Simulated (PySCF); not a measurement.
# [HfCl3(H2O)]+: a change of charge

How does [HfCl3(H2O)]+ respond at fixed geometry? The runs cover a change of charge. The structure is generated, not taken from experiment.

Method: PBE0, Hf def2-SVP with ECP60, Cl def2-SVP, O def2-SVP, H def2-SVP; scalar-relativistic core potentials, no spin–orbit coupling; program: PySCF 2.14.0.

1 further run of the same task is left out (for a known fault of the program).

### 1 Starting geometry

7 atoms, charge 1, spin multiplicity 1.

Bond lengths: Hf1–Cl2 2.291 Å, Hf1–Cl3 2.290 Å, Hf1–Cl4 2.291 Å, Hf1–O5 2.187 Å, O5–H6 0.975 Å, O5–H7 0.975 Å. Angles: Cl2–Hf1–Cl3 111.6°, Cl2–Hf1–Cl4 113.5°, Cl2–Hf1–O5 105.7°, Cl3–Hf1–Cl4 111.6°, Cl3–Hf1–O5 108.3°, Cl4–Hf1–O5 105.7°, Hf1–O5–H6 126.4°, Hf1–O5–H7 126.4°, H6–O5–H7 107.1°.

Coordinates:

```xyz
7
Cl3H2HfO
Hf   -0.05454    0.04395   -0.04395
Cl    1.19674    1.47680    1.23216
Cl   -1.43296   -1.24878    1.24878
Cl    1.19674   -1.23216   -1.47680
O    -1.29880    1.31540   -1.31540
H    -1.63152    2.20471   -1.09584
H    -1.63152    1.09584   -2.20471
```

Formal oxidation states: Hf +4. An earlier session relaxed this geometry at PBE0, Hf def2-SVP with ECP60, Cl def2-SVP, O def2-SVP, H def2-SVP (singlet, point group Cs).

Its energy there is -1504.010750 Eh.

### 2 One electron removed, multiplicity 2

Contents of run.py (the lines that set the calculation):

```python
mol = gto.M(atom='''
Hf    -0.05454     0.04395    -0.04395
Cl     1.19674     1.47680     1.23216
Cl    -1.43296    -1.24878     1.24878
Cl     1.19674    -1.23216    -1.47680
O     -1.29880     1.31540    -1.31540
H     -1.63152     2.20471    -1.09584
H     -1.63152     1.09584    -2.20471''',
    basis={'Hf': 'def2-SVP', 'Cl': 'def2-SVP', 'O': 'def2-SVP', 'H': 'def2-SVP'},
    ecp={'Hf': 'def2-SVP'},
    charge=2, spin=1)
mf = dft.UKS(mol, xc='PBE0')
mf.grids.atom_grid = (50, 194)
mf = mf.density_fit()  # fitting sets: Hf def2-universal-JKFIT, Cl def2-universal-JKFIT, O def2-universal-JKFIT, H def2-universal-JKFIT
mf.conv_tol = 1e-08; mf.max_cycle = 55
mf.kernel(dm0)  # dm0: the density of the relaxed state
```

On the command line:

```sh
$ OMP_NUM_THREADS=2 python run.py
```

Standard output:

```text
init E= -1504.0181578684
  HOMO = -0.517283361302  LUMO = -0.509110322184  gap/eV = 0.22240
cycle= 1 E= -1503.40284956585  delta_E= 0.615  |g|= 0.173  |ddm|= 0.738
  HOMO = -0.748781658284  LUMO = -0.700450891679  gap/eV = 1.31515
cycle= 2 E= -1503.40494212279  delta_E= -0.00209  |g|= 0.169  |ddm|= 0.439
  HOMO = -0.727255080966  LUMO = -0.670151822908  gap/eV = 1.55386
cycle= 3 E= -1503.40997475219  delta_E= -0.00503  |g|= 0.132  |ddm|= 0.374
  HOMO = -0.721785326146  LUMO = -0.666506011875  gap/eV = 1.50423
cycle= 4 E= -1503.42213557736  delta_E= -0.0122  |g|= 0.0266  |ddm|= 0.208
  HOMO = -0.721324832403  LUMO = -0.664514432923  gap/eV = 1.54589
cycle= 5 E= -1503.42250805448  delta_E= -0.000372  |g|= 0.0148  |ddm|= 0.0504
  HOMO = -0.72046773989  LUMO = -0.663029905613  gap/eV = 1.56296
cycle= 6 E= -1503.42266178403  delta_E= -0.000154  |g|= 0.00292  |ddm|= 0.0205
  HOMO = -0.720361700428  LUMO = -0.662775295791  gap/eV = 1.56701
cycle= 7 E= -1503.42266821578  delta_E= -6.43e-06  |g|= 0.00155  |ddm|= 0.00458
  HOMO = -0.720363799128  LUMO = -0.662701475063  gap/eV = 1.56907
cycle= 8 E= -1503.42266996102  delta_E= -1.75e-06  |g|= 0.000559  |ddm|= 0.00265
  HOMO = -0.720367327235  LUMO = -0.662680044328  gap/eV = 1.56975
cycle= 9 E= -1503.42267023543  delta_E= -2.74e-07  |g|= 0.00023  |ddm|= 0.00107
  HOMO = -0.720378595642  LUMO = -0.662674613131  gap/eV = 1.57021
cycle= 10 E= -1503.4226703318  delta_E= -9.64e-08  |g|= 0.000138  |ddm|= 0.000745
  HOMO = -0.72039138092  LUMO = -0.662673202835  gap/eV = 1.57059
cycle= 11 E= -1503.42267038688  delta_E= -5.51e-08  |g|= 0.000104  |ddm|= 0.000701
  HOMO = -0.720410533494  LUMO = -0.662673008587  gap/eV = 1.57112
cycle= 12 E= -1503.42267043224  delta_E= -4.54e-08  |g|= 6.32e-05  |ddm|= 0.000962
  HOMO = -0.720423610601  LUMO = -0.662671226185  gap/eV = 1.57152
cycle= 13 E= -1503.42267044513  delta_E= -1.29e-08  |g|= 1.3e-05  |ddm|= 0.000678
  HOMO = -0.720426680763  LUMO = -0.662671421476  gap/eV = 1.57160
cycle= 14 E= -1503.42267044546  delta_E= -3.33e-10  |g|= 2.16e-06  |ddm|= 0.000132
  HOMO = -0.720426551279  LUMO = -0.662671522589  gap/eV = 1.57159
Extra cycle  E= -1503.42267044547  delta_E= -8.87e-12  |g|= 2.67e-06  |ddm|= 7.77e-06
converged SCF energy = -1503.42267044547  <S^2> = 0.76446987  2S+1 = 2.0144179
```

Run time: 4.4 s. Hardware: 2 threads of Arm Neoverse V1, shared host.

Result: E = -1503.422670 Eh (+16.002 eV from the relaxed state), HOMO -19.60 eV, LUMO -18.03 eV (over both spins), ⟨S²⟩ = 0.764, Mulliken charge on Hf1 +1.17 e. 

### 3 One electron added, multiplicity 2

run.py (the lines that set the calculation), as its differences from that of step 2:

```diff
@@ -10,3 +10,3 @@
     ecp={'Hf': 'def2-SVP'},
-    charge=2, spin=1)
+    charge=0, spin=1)
 mf = dft.UKS(mol, xc='PBE0')
```

On the command line:

```sh
$ OMP_NUM_THREADS=2 python run.py
```

Standard output:

```text
init E= -1504.01775749459
  HOMO = -0.265075949467  LUMO = -0.260585607337  gap/eV = 0.12219
cycle= 1 E= -1504.15098646141  delta_E= -0.133  |g|= 0.278  |ddm|= 1.12
  HOMO = -0.0283947335044  LUMO = -0.0253875057653  gap/eV = 0.08183
cycle= 2 E= -1503.97610004545  delta_E= 0.175  |g|= 0.53  |ddm|= 2.46
  HOMO = -0.104901791404  LUMO = -0.036266163573  gap/eV = 1.86767
cycle= 3 E= -1504.1964334784  delta_E= -0.22  |g|= 0.107  |ddm|=  2.4
  HOMO = -0.11348806702  LUMO = -0.0445362792593  gap/eV = 1.87627
cycle= 4 E= -1504.20128992043  delta_E= -0.00486  |g|= 0.0579  |ddm|= 0.0813
  HOMO = -0.117978155823  LUMO = -0.0465842014396  gap/eV = 1.94273
cycle= 5 E= -1504.20297058159  delta_E= -0.00168  |g|= 0.0234  |ddm|= 0.0505
  HOMO = -0.118834154097  LUMO = -0.046694282537  gap/eV = 1.96303
cycle= 6 E= -1504.20332768849  delta_E= -0.000357  |g|= 0.00469  |ddm|= 0.0342
  HOMO = -0.118884779685  LUMO = -0.0465350392987  gap/eV = 1.96874
cycle= 7 E= -1504.20334701984  delta_E= -1.93e-05  |g|= 0.00104  |ddm|= 0.0115
  HOMO = -0.118907923637  LUMO = -0.046464212769  gap/eV = 1.97129
cycle= 8 E= -1504.2033508316  delta_E= -3.81e-06  |g|= 0.000565  |ddm|= 0.007
  HOMO = -0.118943933336  LUMO = -0.0464255851643  gap/eV = 1.97332
cycle= 9 E= -1504.20335317595  delta_E= -2.34e-06  |g|= 0.00034  |ddm|= 0.00733
  HOMO = -0.118967280138  LUMO = -0.0463781527864  gap/eV = 1.97525
cycle= 10 E= -1504.20335390174  delta_E= -7.26e-07  |g|= 0.000122  |ddm|= 0.00485
  HOMO = -0.118980773041  LUMO = -0.0463621472906  gap/eV = 1.97605
cycle= 11 E= -1504.20335400093  delta_E= -9.92e-08  |g|= 3.57e-05  |ddm|= 0.00224
  HOMO = -0.118980213229  LUMO = -0.0463597958717  gap/eV = 1.97610
cycle= 12 E= -1504.20335400341  delta_E= -2.48e-09  |g|= 1.36e-05  |ddm|= 0.000293
  HOMO = -0.118979079872  LUMO = -0.0463601574638  gap/eV = 1.97606
Extra cycle  E= -1504.20335400343  delta_E= -2.55e-11  |g|= 1.63e-05  |ddm|= 4.67e-05
converged SCF energy = -1504.20335400343  <S^2> = 0.75224506  2S+1 = 2.0022438
```

Run time: 3.9 s. Hardware: 2 threads of Arm Neoverse V1, shared host.

Result: E = -1504.203354 Eh (-5.241 eV from the relaxed state), HOMO -3.24 eV, LUMO -1.41 eV (over both spins), ⟨S²⟩ = 0.752, Mulliken charge on Hf1 +0.62 e. 

### 4 Results

| state | energy from the relaxed state (eV) | ⟨S²⟩ | time |
| --- | --- | --- | --- |
| charge +1, singlet, vacuum (relaxed) | 0 | 0.00 |  |
| charge 0, doublet, vacuum | -5.24 | 0.75 | 3.9 s |
| charge +2, doublet, vacuum | 16.00 | 0.76 | 4.4 s |

An electron taken off or put on is at rest in vacuum. 

Removing an electron vertically costs 16.00 eV (doublet), against −HOMO = 13.97 eV. Adding an electron vertically releases 5.24 eV (doublet). These are double-zeta-type bases without diffuse functions. Spin–orbit coupling is left out.
